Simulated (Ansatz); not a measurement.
# C₃H₁₂BNSi: up Jacob's ladder to CCSD(T)

One table from this session's results is given with a row withheld; the runs are named, their logs left out.

Method: functionals in def2-TZVPP, the program's frozen cores in correlated methods; program: Ansatz 0.2.0, Gaussian basis.

Plan: LDA (SPW92), PBE-D4, revPBE-D4, BLYP-D4, r2SCAN-D4, B97M-V, PBE0-D4, B3LYP-D4, r2SCANh-D4, r2SCAN0-D4, HSE06-D4, BHLYP-D4, CAM-B3LYP-D4, LC-ωPBE, ωB97X-V, ωB97M-V, B2PLYP, PBE-QIDH; CCSD(T)/def2-SVP; MP2/def2-TZVPP; RPA on PBE.

1 further run of the same task is left out (it didn't finish). Runs told in other sessions of the task aren't counted.

**Structure used throughout**

All runs share one geometry, relaxed beforehand with PBE0-D4 in a triple-zeta def2 set.

18 atoms, charge 0, spin multiplicity 1.

Atoms are counted from 1 here; the program's logs count them from 0.

Bond lengths: B1–N2 1.395 Å, B1–H7 1.200 Å, B1–H8 1.198 Å, N2–Si3 1.760 Å, N2–H9 1.012 Å, Si3–C4 1.862 Å, Si3–C5 1.870 Å, Si3–C6 1.870 Å, C4–H10 1.092 Å, C4–H11 1.092 Å, C4–H12 1.094 Å, C5–H13 1.093 Å, C5–H14 1.093 Å, C5–H15 1.094 Å, C6–H16 1.094 Å, C6–H17 1.093 Å, C6–H18 1.094 Å. Angles: N2–B1–H7 119.7°, N2–B1–H8 119.7°, H7–B1–H8 120.6°, B1–N2–Si3 129.6°, B1–N2–H9 115.4°, Si3–N2–H9 115.0°, N2–Si3–C4 109.1°, N2–Si3–C5 108.3°, N2–Si3–C6 108.3°, C4–Si3–C5 110.8°, C4–Si3–C6 110.8°, C5–Si3–C6 109.4°, Si3–C4–H10 111.6°, Si3–C4–H11 111.6°, Si3–C4–H12 109.5°, H10–C4–H11 107.9°, H10–C4–H12 108.0°, H11–C4–H12 108.0° and more.

Set-up of the first run:

File in.yaml:

```yaml
crystal:
  periodic: [false, false, false]
  atoms:
    - {symbol: B, position_ang: [2.089523, -0.574155, 1.387031]}
    - {symbol: N, position_ang: [0.898987, 0.134841, 1.228174]}
    - {symbol: Si, position_ang: [-0.253562, 0.107232, -0.101778]}
    - {symbol: C, position_ang: [0.344028, -1.085397, -1.401043]}
    - {symbol: C, position_ang: [-0.387987, 1.837314, -0.798639]}
    - {symbol: C, position_ang: [-1.915760, -0.421843, 0.571992]}
    - {symbol: H, position_ang: [2.747000, -0.417001, 2.378235]}
    - {symbol: H, position_ang: [2.446695, -1.334675, 0.532565]}
    - {symbol: H, position_ang: [0.659658, 0.758678, 1.988205]}
    - {symbol: H, position_ang: [0.435509, -2.099132, -1.005495]}
    - {symbol: H, position_ang: [1.317225, -0.791875, -1.800130]}
    - {symbol: H, position_ang: [-0.368426, -1.109104, -2.230589]}
    - {symbol: H, position_ang: [0.572430, 2.174072, -1.196726]}
    - {symbol: H, position_ang: [-1.122842, 1.878203, -1.607359]}
    - {symbol: H, position_ang: [-0.701740, 2.551661, -0.032164]}
    - {symbol: H, position_ang: [-2.256048, 0.250605, 1.364587]}
    - {symbol: H, position_ang: [-1.865455, -1.431059, 0.988228]}
    - {symbol: H, position_ang: [-2.676736, -0.416962, -0.213293]}
basis:
  gaussian: {orbitals: def2-TZVPP}
hamiltonian: {xc: lda}
output: {orbitals: {seedname: orbitals}}
```

Launch:

```
$ ansatz run in.yaml --threads 4 --pin off --events-out ev --progress --plain --max-ram 11315MiB
```

Among the steps run: LDA; PBE-D4 (GGA); revPBE-D4 (GGA); BLYP-D4 (GGA); r2SCAN-D4 (meta-GGA); B97M-V (meta-GGA); PBE0-D4 (hybrid); B3LYP-D4 (hybrid); r2SCANh-D4 (hybrid); r2SCAN0-D4 (hybrid); HSE06-D4 (hybrid); BHLYP-D4 (hybrid); CAM-B3LYP-D4 (range-separated); LC-ωPBE (range-separated); ωB97X-V (range-separated); ωB97M-V (range-separated); B2PLYP (double hybrid); PBE-QIDH (double hybrid).

One table of the session follows, with a row left open; its other results are not shown here.

It belongs to the step «Frontier levels by functional». 

```
  functional  HOMO (eV)  gap (eV)
 LDA (SPW92)      -6.87      5.76
      PBE-D4      -6.71      5.85
   revPBE-D4      -6.65      5.89
     BLYP-D4      -6.58      5.85
   r2SCAN-D4      -6.95      6.47
      B97M-V      -7.04      6.42
     PBE0-D4      -7.96      8.05
    B3LYP-D4      -7.74      7.60
  r2SCANh-D4      -7.42      7.27
  r2SCAN0-D4      -8.13      8.45
    HSE06-D4      -7.56      7.27
    BHLYP-D4      -9.13     10.15
CAM-B3LYP-D4      -9.34     10.45
     LC-ωPBE     -10.69     12.98
     ωB97X-V          ?         ?
     ωB97M-V     -10.23     12.11
```

**Question.** Estimate the row for ωB97X-V.

The run gave: HOMO (eV): -10.33; gap (eV): 12.50. In the column «HOMO (eV)» it lies between LC-ωPBE (-10.69) and ωB97M-V (-10.23).
